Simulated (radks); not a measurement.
# Nuclear size and the levels of Se

Aim: how the total energy, the levels and the density at the nucleus of Se respond when the nuclear radius is scaled.

Program: radks (a radial shooting solver on a logarithmic mesh, Libxc functionals) version 1. Level of theory: Dirac Kohn-Sham, PBE, spin-unpolarised, spherical densities, finite nucleus; open shells are shared between the two j in proportion to 2j + 1. These are calculated values, not measurements, unless marked.

## Step 1: Starting point

| Quantity | Value |
| --- | --- |
| element | selenium (Z = 34) |
| charge | 0 |
| electrons | 34 |
| configuration | [Ar] 3d10 4s2 4p4 |
| nuclear rms radius | 4.14 fm |

Outer shells as boxes (Hund's rule):

Se
```
[Ar] core
3d [↑↓][↑↓][↑↓][↑↓][↑↓]
4s [↑↓]
4p [↑↓][↑ ][↑ ]
```

## Step 2: rms radius 4.14 fm

Input:

```text
Z 34
configuration [Ar] 3d10 4s2 4p4 5s0 4d0
relativity Dirac
functional pbe,pbe
spin unpolarised
j_filling average
nucleus finite rms 4.14 fm
c 137.035999084
```

## Step 3: rms radius 3.4155 fm

Settings, as their differences from step 2:

```diff
@@ -6,3 +6,3 @@
 j_filling average
-nucleus finite rms 4.14 fm
+nucleus finite rms 3.4155 fm
 c 137.035999084
```

## Step 4: rms radius 3.9868 fm

Settings, as their differences from step 3:

```diff
@@ -6,3 +6,3 @@
 j_filling average
-nucleus finite rms 3.4155 fm
+nucleus finite rms 3.9868 fm
 c 137.035999084
```

## Step 5: rms radius 4.405 fm

Settings, as their differences from step 4:

```diff
@@ -6,3 +6,3 @@
 j_filling average
-nucleus finite rms 3.9868 fm
+nucleus finite rms 4.405 fm
 c 137.035999084
```

## Step 6: rms radius 5.0011 fm

Settings, as their differences from step 5:

```diff
@@ -6,3 +6,3 @@
 j_filling average
-nucleus finite rms 4.405 fm
+nucleus finite rms 5.0011 fm
 c 137.035999084
```

Before running it: what results should come out? Wanted: for each run, rms radius; total energy shift; density at nucleus; 1s1/2 shift; 2s1/2 shift; 3s1/2 shift; 3p1/2 shift; 4s1/2 shift.

The runs gave:

```csv
rms radius (fm),total energy shift (eV),density at nucleus (e/bohr³),1s1/2 shift (meV),2s1/2 shift (meV),3s1/2 shift (meV),3p1/2 shift (meV),4s1/2 shift (meV)
3.4155,-0.149,4.031e+04,-63.4,-6.31,-0.972,0.0927,-0.0900
3.9868,-0.0338,3.987e+04,-14.3,-1.43,-0.220,0.0210,-0.0204
4.14,0,3.976e+04,0,0,0,0,0
4.405,0.0613,3.958e+04,26.0,2.59,0.398,-0.0380,0.0369
5.0011,0.212,3.923e+04,89.9,8.95,1.38,-0.131,0.128
```

In words: Shifts are against the first run. Over the range the 1s1/2 level moves by 0.153 eV and the 4s1/2 level by 0.218 meV. A larger nucleus binds the 1s electrons less and lowers the density at its centre. These are shifts of eigenvalues, not the field shifts of spectral lines.
